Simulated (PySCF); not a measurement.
# RbS⁺ (triplet): basis, grid and Hamiltonian

Aim: see how much the energy and properties of RbS⁺ (triplet) depend on the numerical set-up.

The runs use PySCF 2.14.0; method and basis as typed in the scripts.

3 further runs of the same task are left out: 2 for a known fault of the program, 1 that didn't finish.

### 1 The system as given

RbS⁺ (triplet): 2 atoms, charge 1, spin multiplicity 3.

Bond lengths: Rb1–S2 3.071 Å.

### 2 The base run

File input.py:

```python
from pyscf import gto, scf, mp

mol = gto.M(
    atom='Rb 0 0 0; S 0 0 3.071',
    basis='def2-svpd',
    ecp={'Rb': 'def2-svpd'},
    charge=1,
    spin=2,
    verbose=3,
)
mf = scf.UHF(mol)
mf.kernel()
mp.MP2(mf).kernel()
mf.dip_moment()
print('orbital energies (hartree):', [e[max(0, n-3):n+3].round(4) for e, n in zip(mf.mo_energy, mol.nelec)])
```

Command:

```console
> OMP_NUM_THREADS=1 python input.py
```

The log of this run is left out.

It gives: E(SCF) = -421.034693 Eh, E(MP2) − E(SCF) = -0.14758 Eh, ⟨S²⟩ = 2.009.

The bond length is a typed value, not an optimised one. The dipole of an ion depends on the origin. The triplet is typed in the script; nothing here shows that it is the ground state.

### 3 Def2-svp

Variant 1 changes basis set: def2-svpd → def2-svp.

File input.py:

```python
from pyscf import gto, scf, mp

mol = gto.M(
    atom='Rb 0 0 0; S 0 0 3.071',
    basis='def2-svp',
    ecp={'Rb': 'def2-svp'},
    charge=1,
    spin=2,
    verbose=3,
)
mf = scf.UHF(mol)
mf.kernel()
mp.MP2(mf).kernel()
mf.dip_moment()
print('orbital energies (hartree):', [e[max(0, n-3):n+3].round(4) for e, n in zip(mf.mo_energy, mol.nelec)])
```

Command:

```console
> OMP_NUM_THREADS=1 python input.py
```

### 4 Density fitting auto

Variant 2 changes density fitting: none → auto.

input.py: that of step 2 with these lines changed.

```diff
@@ -11,2 +11,3 @@
 mf = scf.UHF(mol)
+mf = mf.density_fit()
 mf.kernel()
```

### 5 Ano-rcc-vdzp (core potential off, X2C on)

Variant 3 changes basis set: def2-svpd → ano-rcc-vdzp; core potential: on → off; spin-free X2C: off → on. The core potential changes with it: totals don't compare.

input.py: that of step 2 with these lines changed.

```diff
@@ -4,4 +4,3 @@
     atom='Rb 0 0 0; S 0 0 3.071',
-    basis='def2-svpd',
-    ecp={'Rb': 'def2-svpd'},
+    basis='ano-rcc-vdzp',
     charge=1,
@@ -11,2 +10,3 @@
 mf = scf.UHF(mol)
+mf = mf.sfx2c1e()
 mf.kernel()
```

### 6 Core potential off

Variant 4 changes core potential: on → off. The core potential changes with it: totals don't compare.

input.py: that of step 2 with these lines changed.

```diff
@@ -5,3 +5,2 @@
     basis='def2-svpd',
-    ecp={'Rb': 'def2-svpd'},
     charge=1,
```

Q: Predict the outcome of this session. Wanted: for each run, E(SCF); from base; gap, α spin; after the SCF.

As calculated:

```
                                      run  E(SCF) (hartree)  from base (eV)  gap, α spin (eV)  functions              after the SCF
                                     base       -421.034693               0               n/a         54  MP2 correlation -4.016 eV
                                 def2-svp       -421.031647         +0.0829               n/a         42  MP2 correlation -3.788 eV
                     density fitting auto       -421.034663         +0.0008               n/a         54  MP2 correlation -4.016 eV
ano-rcc-vdzp (core potential off, X2C on)      -3377.522203  not comparable             12.60         49  MP2 correlation -6.717 eV
         core potential off (poor choice)       -885.893431  not comparable              3.44         54  MP2 correlation -4.820 eV
```

In words: Of the runs whose energies can be compared, “def2-svp” moves the SCF energy most (+0.083 eV). def2-svp (42 functions) gives an energy 0.08 eV higher than def2-svpd (54). The dearest run is “ano-rcc-vdzp (core potential off, X2C on)”, at 3.7 s against 1 s. Rows marked «poor choice» come from settings spoiled on purpose.
